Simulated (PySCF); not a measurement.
Wanted: an ASE script for a PySCF 2.14.0 run.

| Quantity | Value |
| --- | --- |
| Task | CCSD(T) correlation energy |
| Functional | HF |
| Potentials or basis | def2-svp (all-electron) |
| k mesh | 1 × 1 × 1 |
| Occupations | fixed |
| Spin | no spin polarisation |
| Exponents discarded below (exp_to_discard) | 0 1/bohr^2 |
| Frozen core bands | 6 |
| conv_tol | 1e-08 Ha |
| max_cycle | 60 |
| exxdiv | ewald |
| Relativity | none |
| Coulomb method | Gaussian density fitting (GDF) |
| Three-centre integrals | read from an earlier run's file |

The structure of NP (phosphorous nitride) lies in PN.xyz:

```xyz
2
Lattice="9.0000000000 0.0000000000 0.0000000000 0.0000000000 9.0000000000 0.0000000000 0.0000000000 0.0000000000 11.0000000000" Properties=species:S:1:pos:R:3 pbc="T T T"
N      4.5129999600      4.5209999700      4.7885669700
P      4.5129999600      4.5209999700      6.2794330500
```

The input as run:

run.py

```python
import json
import numpy as np
from pyscf.pbc import gto, scf, dft, df
from pyscf.pbc.tools import pyscf_ase
from ase.io import read

atoms = read('PN.xyz')
cell = pyscf_ase.cell_from_ase(atoms)
cell.basis = 'def2-svp'
cell.exp_to_discard = 0
cell.precision = 1e-08
cell.max_memory = 2520  # MB
cell.verbose = 4
cell.build()

res = {}
kpts = cell.make_kpts([1, 1, 1])
mf = scf.KRHF(cell, kpts, exxdiv='ewald')
mf = mf.density_fit()
mf.with_df._cderi = 'cderi.h5'  # three-centre integrals saved by an earlier run on this cell, basis and mesh
mf.conv_tol = 1e-08
mf.max_cycle = 60

mf.kernel()
res.update(converged=bool(mf.converged), e_tot=mf.e_tot, nelec=cell.nelectron, nao=cell.nao, mesh=list(map(int, cell.mesh)), a=cell.lattice_vectors().tolist(), coords=cell.atom_coords().tolist(),
           mo_energy=[np.real(x).tolist() for x in mf.mo_energy], mo_occ=[np.real(x).tolist() for x in mf.mo_occ])
import h5py
print('fit functions by k pair:', sorted({v['0'].shape[0] for v in h5py.File(mf.with_df._cderi)['j3c'].values()}))
res.update(kpts=cell.get_scaled_kpts(kpts).tolist())
res['parts'] = {k: float(np.real(v)) for k, v in mf.scf_summary.items() if np.isscalar(v)}
json.dump(res, open('results.json', 'w'))
if not mf.converged:
    raise SystemExit('SCF not converged')

print('levels (eV)')
for i, kp in enumerate(res['kpts'][:40]):
    print('k %7.4f %7.4f %7.4f  ' % tuple(kp), ' '.join('%.3f' % (x * 27.211386) for x in res['mo_energy'][i][:16]))

# Mulliken populations
dm, s = np.asarray(mf.make_rdm1()), np.asarray(mf.get_ovlp())
sites = cell.aoslice_by_atom()[:, 2:]
tot = np.einsum('kij,kji->i', dm, s).real / len(kpts)
res['mulliken'] = [cell.atom_charge(i) - tot[a0:a1].sum() for i, (a0, a1) in enumerate(sites)]
print('Mulliken charges', np.round(res['mulliken'], 5))

from pyscf.pbc import cc
mycc = cc.KRCCSD(mf, frozen=6)
mycc.max_cycle = 50
mycc.conv_tol = 1e-6
mycc.keep_exxdiv = False
eris = mycc.ao2mo()
mycc.kernel(eris=eris)
res.update(e_corr=mycc.e_corr, e_mp2=float(np.real(mycc.emp2)), post_converged=bool(mycc.converged))
json.dump(res, open('results.json', 'w'))
res['e_t'] = float(np.real(mycc.ccsd_t(eris=eris)))
res['done'] = True
json.dump(res, open('results.json', 'w'))
```

Potentials or basis: def2-svp (all-electron).

Launch:

```console
$ OMP_NUM_THREADS=2 python -u run.py > log
```

It gave:

```
Gap between the frontier levels  : 13.80 eV
Mulliken charges                 : N -0.37; P +0.37 e
Triples correction               : -0.419 eV
MP2 correlation energy per cell  : -7.741 eV
CCSD correlation energy per cell : -7.827 eV
```

Caveat: the basis is small and the box finite, so much correlation energy is missing and levels can be off by tenths of an eV; Mulliken charges move with the basis; this is a molecule in a periodic box at the Γ point, so its band gap is the HOMO-LUMO gap; total energy, band gap and charges are those of the mean-field reference; the basis of atomic orbitals isn't converged, which shifts pressures, moduli and gaps.

It took 3.2 s on 2 threads of Intel(R) Xeon(R) Processor @ 2.70GHz, with other jobs on the host, peak memory 0.47 GiB.
